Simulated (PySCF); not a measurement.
# CH3Br: the cost of one run

Computed with PySCF 2.14.0, with density-fitted response routines of our own, on a single molecule in the gas phase. Atoms are numbered from 0 throughout.

## Step 1: The molecule as given

5 atoms, charge 0, multiplicity 1; geometry from: MMFF94s. The atoms were then displaced at random by about 0.03 Å, so the start is not that level's minimum.

Bonds of the start (Å): C0–Br1 1.86, C0–H2 1.12, C0–H3 1.16, C0–H4 1.06.

## Step 2: Relaxing the molecule at PBE0-D3(BJ)/def2-SVP

Job settings and geometry (Å):

```
{"job": {"xc": "PBE0", "basis": "def2-SVP", "d3": "d3bj", "grid": 1, "shake": 0.03, "kind": "geom"}, "charge": 0, "multiplicity": 1}
C     -0.122530    -0.081950     0.008660
Br     1.732890     0.036720     0.030500
H     -0.547130    -0.653640    -0.858770
H     -0.449020     1.019490    -0.158300
H     -0.539360    -0.431100     0.915790
```

Run with:

```
> OMP_NUM_THREADS=1 python probes_run.py task.json out
```

This one command runs all jobs of the session in turn.

Q: Estimate the wall time of this first job on 1 thread of AMD EPYC 9R45, shared host.

About 3.2 s.
